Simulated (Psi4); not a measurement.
**BHBr (SMILES [BH]Br): UPBE0/6-31G(d) (spherical functions, sweep point 7)**

Aim: the vertical electron affinity of BHBr at UPBE0/6-31G* (spherical functions, sweep point 7), from 2 runs. 

Program for the calculation: Psi4 1.11.

4 further runs of the same task are left out: 4 set aside as unsound or not needed.

## Step 1: Starting point

BHBr: 3 atoms, total charge 0, spin state doublet. SMILES: `[BH]Br`. The coordinates come from a PBE0-D4/def2-TZVP relaxation.

Bond lengths: B1–Br2 1.868 Å, B1–H3 1.193 Å. Angles: Br2–B1–H3 123.6°.

## Step 2: A single-point energy at UPBE0/6-31G(d) (spherical functions, sweep point 7)

Contents of calc.in:

```
memory 1.6 GB

molecule mol {
  0 2
  B     -0.094500    -0.523000    -0.115700
  Br     1.181000     0.563200     0.709800
  H     -1.097400    -0.105000    -0.607300
  symmetry c1
}

set basis 6-31G*
set reference uks
set puream true
set scf_type pk
set dft_radial_points 150
set dft_spherical_points 974
set maxiter 150

E, wfn = energy('pbe0', return_wfn=True)
print_variables()
```

The run is started by

```sh
$ psi4 -i calc.in -o calc.out -n 1
```

calc.out:

```text
[...]
  Running in c1 symmetry.
[...]
  Nuclear repulsion =   58.623728353523035
[...]
  Multiplicity = 2
[...]
  Nalpha       = 21
  Nbeta        = 20
[...]
    Number of basis functions: 48
[...]
   @UKS iter   1: -2598.63647856219131   -1.45205e+00   2.92249e-02 DIIS/ADIIS
[...]
   @UKS iter   9: -2598.89873067488406   -6.04086e-09   4.13614e-07 DIIS
[...]
   @S^2 Observed:                7.524892645E-01
[...]
    Orbital Energies [Eh]
    ---------------------
    Alpha Occupied:
       1A   -483.239960     2A    -62.687738     3A    -56.463252
       4A    -56.461848     5A    -56.461171     6A     -8.811719
       7A     -6.863490     8A     -6.619074     9A     -6.613479
      10A     -6.610902    11A     -2.685387    12A     -2.683910
      13A     -2.681826    14A     -2.677317    15A     -2.677124
      16A     -0.830317    17A     -0.521595    18A     -0.412319
      19A     -0.349744    20A     -0.348217    21A     -0.222183
    Alpha Virtual:
      22A     -0.074958    23A      0.069330    24A      0.172924
      25A      0.244411    26A      0.318646    27A      0.329594
[...]
  @UKS Final Energy: -2598.89873067488406
   => Energetics <=
    Nuclear Repulsion Energy =             58.6237283535230347
    One-Electron Energy =               -3731.2252422474812192
    Two-Electron Energy =                1145.6343061023337668
    DFT Exchange-Correlation Energy =     -71.9315228832592624
    Empirical Dispersion Energy =           0.0000000000000000
    VV10 Nonlocal Energy =                  0.0000000000000000
    Total Energy =                      -2598.8987306748840638
[...]
 Multipole Moments:
 ------------------------------------------------------------------------------------
     Multipole            Electronic (a.u.)      Nuclear  (a.u.)        Total (a.u.)
 ------------------------------------------------------------------------------------
 L = 1.  Multiply by 2.5417464519 to convert [e a0] to [Debye]
 Dipole X            :          2.6677244           -2.8160972           -0.1483729
 Dipole Y            :          0.8691528           -0.7678435            0.1013093
 Dipole Z            :          0.0000000           -0.0000000            0.0000000
 Magnitude           :                                                    0.1796610
[...]
```

Wall time 10 s (1 thread of Intel Xeon Platinum 8488C (Sapphire Rapids), shared host); peak memory 0.68 GiB.

## Step 3: The singlet anion, same level

Contents of calc.inp:

```
memory 1600 mb

molecule {
  -1 1
  B     -0.094500    -0.523000    -0.115700
  Br     1.181000     0.563200     0.709800
  H     -1.097400    -0.105000    -0.607300
  symmetry c1
}

set puream true
set scf_type pk
set dft_radial_points 150
set dft_spherical_points 974

e_tot, wfn = energy('pbe0/6-31G*', return_wfn=True)
print_variables()
```

The run is started by

```sh
$ psi4 calc.inp calc.out -n 1
```

calc.out:

```text
[...]
  Running in c1 symmetry.
[...]
  Nuclear repulsion =   58.623728353523035
[...]
  Multiplicity = 1
[...]
  Nalpha       = 21
  Nbeta        = 21
[...]
    Number of basis functions: 48
[...]
   @RKS iter   1: -2598.52062542356452   -1.33620e+00   2.99999e-02 DIIS/ADIIS
[...]
   @RKS iter   8: -2598.86794403107888   -1.10167e-08   6.10960e-07 DIIS
[...]
    Orbital Energies [Eh]
    ---------------------
    Doubly Occupied:
       1A   -482.996128     2A    -62.443862     3A    -56.218920
       4A    -56.218336     5A    -56.217312     6A     -8.567800
       7A     -6.524869     8A     -6.373962     9A     -6.370629
      10A     -6.367172    11A     -2.440737    12A     -2.439821
      13A     -2.437146    14A     -2.434410    15A     -2.434033
      16A     -0.583883    17A     -0.250112    18A     -0.146687
      19A     -0.116801    20A     -0.100340    21A      0.121334
[...]
  @RKS Final Energy: -2598.86794403107888
   => Energetics <=
    Nuclear Repulsion Energy =             58.6237283535230347
    One-Electron Energy =               -3741.4408723958890732
    Two-Electron Energy =                1156.0917589091500304
    DFT Exchange-Correlation Energy =     -72.1425588978625569
    Empirical Dispersion Energy =           0.0000000000000000
    VV10 Nonlocal Energy =                  0.0000000000000000
    Total Energy =                      -2598.8679440310788777
[...]
 Multipole Moments:
 ------------------------------------------------------------------------------------
     Multipole            Electronic (a.u.)      Nuclear  (a.u.)        Total (a.u.)
 ------------------------------------------------------------------------------------
 L = 1.  Multiply by 2.5417464519 to convert [e a0] to [Debye]
 Dipole X            :          4.2868176           -2.8160972            1.4707203
 Dipole Y            :          2.5897642           -0.7678435            1.8219207
 Dipole Z            :          0.0000000           -0.0000000            0.0000000
 Magnitude           :                                                    2.3414554
[...]
```

It took 7.2 s on 1 thread of Intel Xeon Platinum 8488C (Sapphire Rapids), shared host; peak memory 0.69 GiB.

## Step 4: Summary of results

At UPBE0/6-31G* (spherical functions, sweep point 7):

```
                                                            quantity           value
                                          doublet BHBr: total energy  -2598.89873 Eh
                                         doublet BHBr: dipole moment          0.46 D
                    doublet BHBr: HOMO energy (highest over α and β)        -6.05 eV
                     doublet BHBr: LUMO energy (lowest over α and β)        -2.04 eV
                                                  doublet BHBr: ⟨S²⟩           0.752
                                         singlet anion: total energy  -2598.86794 Eh
                                          singlet anion: HOMO energy         3.30 eV
                                          singlet anion: LUMO energy         5.69 eV
singlet anion: HOMO–LUMO gap (to an unbound level, set by the basis)         2.39 eV
                   vertical electron affinity (to the singlet anion)       -0.838 eV
```

**Reading.** The anion lies 0.84 eV (80.8 kJ/mol) above the neutral: the electron isn't bound at this level, and such a value depends on the basis. Without diffuse functions anions come out too high. The HOMO (singlet anion) lies at positive energy, 3.30 eV; only total energies tell whether the electron is bound.
